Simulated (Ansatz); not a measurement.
# CH3BFN: taking an electron away

How much energy removes an electron from CH3BFN at fixed geometry? The cation is run at each level and the neutral's energy taken from earlier runs.

Computed with Ansatz 0.2.0, Gaussian basis. Level: unrestricted cation, the program's frozen cores in correlated methods.

The runs, in order: UKS PBE-D4/def2-TZVPP; UKS r2SCAN-D4/def2-TZVPP; UKS PBE0-D4/def2-TZVPP; UKS B3LYP-D4/def2-TZVPP; UKS wB97X-V/def2-TZVPP; UKS wB97M-V/def2-TZVPP; UKS B2PLYP/def2-TZVPP; UHF-CCSD(T)/def2-TZVPP; UHF-MP2/def2-QZVPP; extrapolation to the limit; then −ε(HOMO) from the neutral's earlier runs with LDA (SPW92), PBE-D4, revPBE-D4, BLYP-D4, r2SCAN-D4, B97M-V, PBE0-D4, B3LYP-D4, r2SCANh-D4, r2SCAN0-D4, HSE06-D4, BHLYP-D4, CAM-B3LYP-D4, LC-ωPBE, ωB97X-V, ωB97M-V.

## 1. The geometry

The geometry comes from an earlier relaxation with PBE0-D4/def2-TZVP; it is a stationary point, not always the lowest conformer.

SMILES `BC(=N)F`, 7 atoms, charge 0, spin multiplicity 1.

Atoms are counted from 1 here; the program's logs count them from 0.

Bond lengths: B1–C2 1.561 Å, B1–H5 1.191 Å, B1–H6 1.192 Å, C2–N3 1.256 Å, C2–F4 1.341 Å, N3–H7 1.018 Å. Angles: C2–B1–H5 119.8°, C2–B1–H6 118.6°, H5–B1–H6 121.5°, B1–C2–N3 126.3°, B1–C2–F4 116.4°, N3–C2–F4 117.0°, C2–N3–H7 110.2°.

## 2. Cation, UKS PBE-D4/def2-TZVPP

File in.yaml:

```yaml
crystal:
  periodic: [false, false, false]
  atoms:
    - {symbol: B, position_ang: [-0.350509, 0.865253, -0.251705]}
    - {symbol: C, position_ang: [0.571412, -0.355680, 0.056298]}
    - {symbol: N, position_ang: [0.197723, -1.487555, 0.451992]}
    - {symbol: F, position_ang: [1.864262, -0.223689, -0.274286]}
    - {symbol: H, position_ang: [-0.170632, 1.508697, -1.237620]}
    - {symbol: H, position_ang: [-1.271996, 1.080788, 0.473142]}
    - {symbol: H, position_ang: [-0.779062, -1.455815, 0.736480]}
basis:
  gaussian: {orbitals: def2-TZVPP}
total_charge: 1
magnetization: {spin_polarized: true, initial_magnetization: 1}
hamiltonian: {xc: pbe, dispersion: d4}
```

The run is started by

```bash
$ ansatz run in.yaml --threads 2 --pin off --events-out ev --progress --plain --max-ram 4352MiB
```

Further steps of the session: Cation, UKS r2SCAN-D4/def2-TZVPP; Cation, UKS PBE0-D4/def2-TZVPP; Cation, UKS B3LYP-D4/def2-TZVPP; Cation, UKS wB97X-V/def2-TZVPP; Cation, UKS wB97M-V/def2-TZVPP; Cation, UKS B2PLYP (frozen core)/def2-TZVPP; Cation, UHF-CCSD(T)/def2-TZVPP; Cation, UHF-MP2/def2-QZVPP.

Before running them: what should the planned runs give, taken together? Wanted: ionisation energy, CCSD(T)/CBS; nearest functional by difference; nearest −ε(HOMO); −ε(HOMO) of PBE; T1 of the cation.

The runs gave:

```
                        quantity               value
  ionisation energy, CCSD(T)/CBS            11.26 eV
nearest functional by difference  ωB97M-V (-0.15 eV)
                nearest −ε(HOMO)  LC-ωPBE (+0.12 eV)
                 −ε(HOMO) of PBE             7.06 eV
                T1 of the cation               0.033
```

What this shows: Energy differences with functionals land within 0.47 eV of the reference. −ε(HOMO) of PBE misses by 4.2 eV, since self-interaction lifts the level. Among orbital estimates LC-ωPBE comes nearest. Hartree-Fock falls 1.42 eV short, as the neutral has more correlation energy than the cation. The cation's T1 (from the report) is 0.033, near the customary mark of 0.045 for open shells, so the coupled-cluster value is less safe.
